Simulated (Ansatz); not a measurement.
# CH8AlClSi2: a ladder of functionals and wavefunction methods

The task here is to estimate one member of a computed series from the others.

Program: Ansatz 0.2.0, Gaussian basis. Level of theory: functionals in def2-TZVPP, the program's frozen cores in correlated methods. These are calculated values, not measurements.

Plan: LDA (SPW92), PBE-D4, revPBE-D4, BLYP-D4, r2SCAN-D4, B97M-V, PBE0-D4, B3LYP-D4, r2SCANh-D4, r2SCAN0-D4, HSE06-D4, BHLYP-D4, CAM-B3LYP-D4, LC-ωPBE, ωB97X-V, ωB97M-V, B2PLYP, PBE-QIDH; CCSD(T)/def2-SVP; CCSD(T)/def2-TZVPP; MP2/def2-QZVPP; extrapolation to the limit; RPA on PBE.

## The geometry

The geometry comes from an earlier relaxation with PBE0-D4 in a triple-zeta def2 set; it is a stationary point, not always the lowest conformer.

13 atoms, charge 0, spin multiplicity 1.

Atoms are counted from 1 here; the program's logs count them from 0.

Bond lengths: Al1–Si2 2.459 Å, Al1–H6 1.590 Å, Al1–H7 1.587 Å, Si2–Si3 2.338 Å, Si2–C4 1.931 Å, Si2–H8 1.494 Å, Si3–H9 1.488 Å, Si3–H10 1.489 Å, Si3–H11 1.490 Å, C4–Cl5 1.825 Å, C4–H12 1.089 Å, C4–H13 1.089 Å. Angles: Si2–Al1–H6 116.9°, Si2–Al1–H7 121.5°, H6–Al1–H7 120.8°, Al1–Si2–Si3 125.0°, Al1–Si2–C4 89.3°, Al1–Si2–H8 116.6°, Si3–Si2–C4 108.4°, Si3–Si2–H8 108.0°, C4–Si2–H8 105.7°, Si2–Si3–H9 109.9°, Si2–Si3–H10 109.6°, Si2–Si3–H11 112.4°, H9–Si3–H10 108.5°, H9–Si3–H11 108.3°, H10–Si3–H11 108.0°, Si2–C4–Cl5 104.9°, Si2–C4–H12 114.0°, Si2–C4–H13 116.5° and more.

The first run:

in.yaml reads:

```yaml
crystal:
  periodic: [false, false, false]
  atoms:
    - {symbol: Al, position_ang: [-2.017448, 0.833057, 0.787751]}
    - {symbol: Si, position_ang: [-0.292597, -0.592473, -0.232806]}
    - {symbol: Si, position_ang: [1.609796, -1.391295, 0.866522]}
    - {symbol: C, position_ang: [0.229085, 0.887164, -1.357922]}
    - {symbol: Cl, position_ang: [-1.195595, 2.027574, -1.324427]}
    - {symbol: H, position_ang: [-1.540357, 1.835361, 1.925632]}
    - {symbol: H, position_ang: [-3.562126, 0.588417, 0.515327]}
    - {symbol: H, position_ang: [-0.771468, -1.659547, -1.162893]}
    - {symbol: H, position_ang: [1.236982, -2.506666, 1.778232]}
    - {symbol: H, position_ang: [2.213086, -0.298384, 1.678381]}
    - {symbol: H, position_ang: [2.646256, -1.887764, -0.081714]}
    - {symbol: H, position_ang: [1.063986, 1.467747, -0.968186]}
    - {symbol: H, position_ang: [0.400901, 0.662108, -2.409096]}
basis:
  gaussian: {orbitals: def2-TZVPP}
hamiltonian: {xc: lda}
output: {orbitals: {seedname: orbitals}}
```

Among the steps run: LDA; PBE-D4 (GGA); revPBE-D4 (GGA); BLYP-D4 (GGA); r2SCAN-D4 (meta-GGA); B97M-V (meta-GGA); PBE0-D4 (hybrid); B3LYP-D4 (hybrid); r2SCANh-D4 (hybrid); r2SCAN0-D4 (hybrid); HSE06-D4 (hybrid); BHLYP-D4 (hybrid); CAM-B3LYP-D4 (range-separated); LC-ωPBE (range-separated); ωB97X-V (range-separated); ωB97M-V (range-separated); B2PLYP (double hybrid); PBE-QIDH (double hybrid).

One of the session's tables, all rows but one given; the rest of the session is left out.

It belongs to the step «Frontier levels by functional». 

```
  functional  HOMO (eV)  gap (eV)
 LDA (SPW92)      -6.15      3.92
      PBE-D4      -6.07      4.03
   revPBE-D4      -6.03      4.08
     BLYP-D4      -5.92      4.05
   r2SCAN-D4      -6.30      4.48
      B97M-V      -6.39      4.47
     PBE0-D4      -7.10      5.99
    B3LYP-D4      -6.91      5.62
  r2SCANh-D4      -6.67      5.20
  r2SCAN0-D4      -7.24      6.25
    HSE06-D4      -6.71      5.23
    BHLYP-D4      -8.02      7.86
CAM-B3LYP-D4      -8.32      8.29
     LC-ωPBE      -9.59     10.63
     ωB97X-V          ?         ?
     ωB97M-V      -9.04      9.67
```

Estimate the missing values for ωB97X-V.

The run gave: HOMO (eV): -9.29; gap (eV): 10.20. In the column «HOMO (eV)» it lies between LC-ωPBE (-9.59) and ωB97M-V (-9.04).
